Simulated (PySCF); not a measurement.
# A diatomic session: TlGa

What are the lowest state that PBE0 finds, the bond length, vibrational wavenumber and bond energy of TlGa, and how much do these hang on the method?

Method: Tl def2-SVP with ECP60, Ga def2-SVP, scalar-relativistic core potentials; program: PySCF 2.14.0.

**1. Input**

A driver script around PySCF takes these settings:

```yaml
atoms: Tl, Ga
charge: 0
basis: Tl def2-SVP with ECP60, Ga def2-SVP
Hamiltonian: scalar-relativistic core potentials
basis_functions: 58
electrons_treated: 52
masses_in_u: 204.9744, 68.9256
levels: PBE0, PBE, r²SCAN, B3LYP, BHandHLYP, MN15, HSE06, HF, MP2, SCS-MP2, CCSD, CCSD(T)
grid: 80 radial by 434 angular points
occupations: held fixed by the projection of orbital angular momentum
dissociation_limit: Tl + Ga, each in its ground configuration
starting_distance_in_angstrom: 2.635
values_of_2S_to_try: 0, 2
```

Started as:

```sh
$ OMP_NUM_THREADS=1 python dia.py task.json out
```

Further steps of the session: PBE0 along the bond; Higher solutions at PBE0; PBE (GGA); r²SCAN (meta-GGA); B3LYP (global hybrid GGA); BHandHLYP (global hybrid GGA); MN15; HSE06; UHF; Adding correlation.

Q: Predict the outcome of this session. Wanted: for each run, Re; ωe; De; μ.

**Answer**, as computed:

Lowest PBE0 solution found, without spin–orbit coupling: ³Π (triplet), unpaired electrons σ ↑, π ↑. State 2 has its PBE0 minimum 0.18 eV higher, as a spin-mixed determinant (⟨S²⟩ = 1.01), so this is no gap between pure states. State 3 has its PBE0 minimum 0.20 eV higher. State 4 has its PBE0 minimum 0.38 eV higher, as a spin-mixed determinant (⟨S²⟩ = 1.00), so this is no gap between pure states. The other levels ran on the lowest alone.

```tsv
level	Re (Å)	ωe (cm⁻¹)	De (eV)	μ (D)
UHF	2.966	124.8	0.60	-1.08
UHF-MP2	2.886	134.2	1.10	n/a
UHF-SCS-MP2	2.894	134.7	0.94	n/a
UHF-CCSD	2.925	127.6	1.02	n/a
UHF-CCSD(T)	2.924	126.7	1.09	n/a
PBE	2.963	115.2	1.43	-0.72
r²SCAN	2.911	123.2	1.42	-0.86
B3LYP	2.974	115.2	1.20	-0.62
PBE0	2.916	124.6	1.31	-0.81
HSE06	2.925	123.1	1.34	-0.75
MN15	2.895	127.6	1.39	-0.57
BHandHLYP	2.927	125.2	1.06	-0.68
```

De is counted to Tl + Ga in their ground configurations. A positive dipole means Tl(−)Ga(+).

Differences from CCSD(T) in the same basis:

```tsv
level	Re (mÅ)	ωe (%)
UHF	+42	-1.5
UHF-MP2	-38	+6.0
UHF-SCS-MP2	-29	+6.3
UHF-CCSD	+1	+0.8
PBE	+39	-9.1
r²SCAN	-13	-2.7
B3LYP	+51	-9.0
PBE0	-7	-1.7
HSE06	+1	-2.8
MN15	-29	+0.7
BHandHLYP	+4	-1.2
```

**Reading.** Judged by CCSD(T) in the same basis: best bond length UHF-CCSD and HSE06 (+1 mÅ), worst B3LYP (+51 mÅ); best wavenumber MN15 (+0.7 %), worst PBE (-9.1 %). CCSD(T) in a basis this small is itself some way from its limit, more so than the functionals. Of the levels with a De here, UHF gives the least (0.60 eV) and PBE the most (1.43 eV).

Correlated steps freeze 13 core orbitals. These are scalar-relativistic numbers at best; spin–orbit coupling would shift them, the dissociation energy most. With spin–orbit coupling the term label itself may not hold.
